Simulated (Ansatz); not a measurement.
# BH5O3Si: up Jacob's ladder to CCSD(T)

An exercise on one series of results from a longer session: the logs are not shown, and one member is left open.

The runs use Ansatz 0.2.0, Gaussian basis; functionals in def2-TZVPP, the program's frozen cores in correlated methods.

Plan: LDA (SPW92), PBE-D4, revPBE-D4, BLYP-D4, r2SCAN-D4, B97M-V, PBE0-D4, B3LYP-D4, r2SCANh-D4, r2SCAN0-D4, HSE06-D4, BHLYP-D4, CAM-B3LYP-D4, LC-ωPBE, ωB97X-V, ωB97M-V, B2PLYP, PBE-QIDH; CCSD(T)/def2-SVP; CCSD(T)/def2-TZVPP; MP2/def2-QZVPP; extrapolation to the limit; RPA on PBE.

## Structure used throughout

An earlier PBE0-D4 in a triple-zeta def2 set relaxation fixed the geometry.

SMILES `OB(O)O[SiH3]`, 10 atoms, charge 0, spin multiplicity 1.

Atoms are counted from 1 here; the program's logs count them from 0.

Bond lengths: O1–B2 1.365 Å, O1–H6 0.960 Å, B2–O3 1.366 Å, B2–O4 1.365 Å, O3–H7 0.960 Å, O4–Si5 1.653 Å, Si5–H8 1.484 Å, Si5–H9 1.484 Å, Si5–H10 1.482 Å. Angles: B2–O1–H6 112.6°, O1–B2–O3 119.7°, O1–B2–O4 119.4°, O3–B2–O4 120.9°, B2–O3–H7 112.1°, B2–O4–Si5 130.1°, O4–Si5–H8 110.7°, O4–Si5–H9 110.7°, O4–Si5–H10 106.3°, H8–Si5–H9 109.8°, H8–Si5–H10 109.7°, H9–Si5–H10 109.7°.

Set-up of the first run:

Contents of in.yaml:

```yaml
crystal:
  periodic: [false, false, false]
  atoms:
    - {symbol: O, position_ang: [-0.910994, -0.508074, -1.338158]}
    - {symbol: B, position_ang: [0.362294, -0.195710, -0.959682]}
    - {symbol: O, position_ang: [1.376314, -0.262981, -1.872214]}
    - {symbol: O, position_ang: [0.603746, 0.180562, 0.329889]}
    - {symbol: Si, position_ang: [-0.434667, 0.338577, 1.605709]}
    - {symbol: H, position_ang: [-0.969803, -0.758467, -2.262659]}
    - {symbol: H, position_ang: [2.222768, -0.021458, -1.490314]}
    - {symbol: H, position_ang: [-1.472620, 1.358173, 1.313138]}
    - {symbol: H, position_ang: [-1.081120, -0.960103, 1.918867]}
    - {symbol: H, position_ang: [0.387181, 0.778482, 2.758324]}
basis:
  gaussian: {orbitals: def2-TZVPP}
hamiltonian: {xc: lda}
output: {orbitals: {seedname: orbitals}}
```

On the command line:

```bash
> ansatz run in.yaml --threads 4 --pin off --events-out ev --progress --plain --max-ram 10444MiB
```

Among the steps run: LDA; PBE-D4 (GGA); revPBE-D4 (GGA); BLYP-D4 (GGA); r2SCAN-D4 (meta-GGA); B97M-V (meta-GGA); B3LYP-D4 (hybrid); r2SCANh-D4 (hybrid); r2SCAN0-D4 (hybrid); HSE06-D4 (hybrid); BHLYP-D4 (hybrid); CAM-B3LYP-D4 (range-separated); LC-ωPBE (range-separated); ωB97X-V (range-separated); ωB97M-V (range-separated); B2PLYP (double hybrid); PBE-QIDH (double hybrid).

One of the session's tables, all rows but one given; the rest of the session is left out.

It belongs to the step «Frontier levels by functional». 

| functional | HOMO (eV) | gap (eV) |
| --- | --- | --- |
| LDA (SPW92) | -7.56 | 6.63 |
| PBE-D4 | -7.46 | 6.75 |
| revPBE-D4 | -7.41 | 6.82 |
| BLYP-D4 | -7.37 | 6.73 |
| r2SCAN-D4 | -7.83 | 7.64 |
| B97M-V | -7.92 | 7.38 |
| PBE0-D4 | -8.95 | 9.09 |
| B3LYP-D4 | -8.73 | 8.59 |
| r2SCANh-D4 | ? | ? |
| r2SCAN0-D4 | -9.20 | 9.67 |
| HSE06-D4 | -8.54 | 8.32 |
| BHLYP-D4 | -10.37 | 11.23 |
| CAM-B3LYP-D4 | -10.39 | 11.38 |
| LC-ωPBE | -11.75 | 14.02 |
| ωB97X-V | -11.41 | 13.47 |
| ωB97M-V | -11.26 | 12.91 |

Estimate the missing values for r2SCANh-D4.

Worked estimate for «HOMO (eV)». Against the share of exact exchange, r2SCAN-D4 (0, -7.83), r2SCAN0-D4 (0.25, -9.20) give a slope of -5.48 per unit share; at 0.1 the line stands at -8.38.

The run gave: HOMO (eV): -8.38; gap (eV): 8.46. In «HOMO (eV)» the line misses by 0.00.
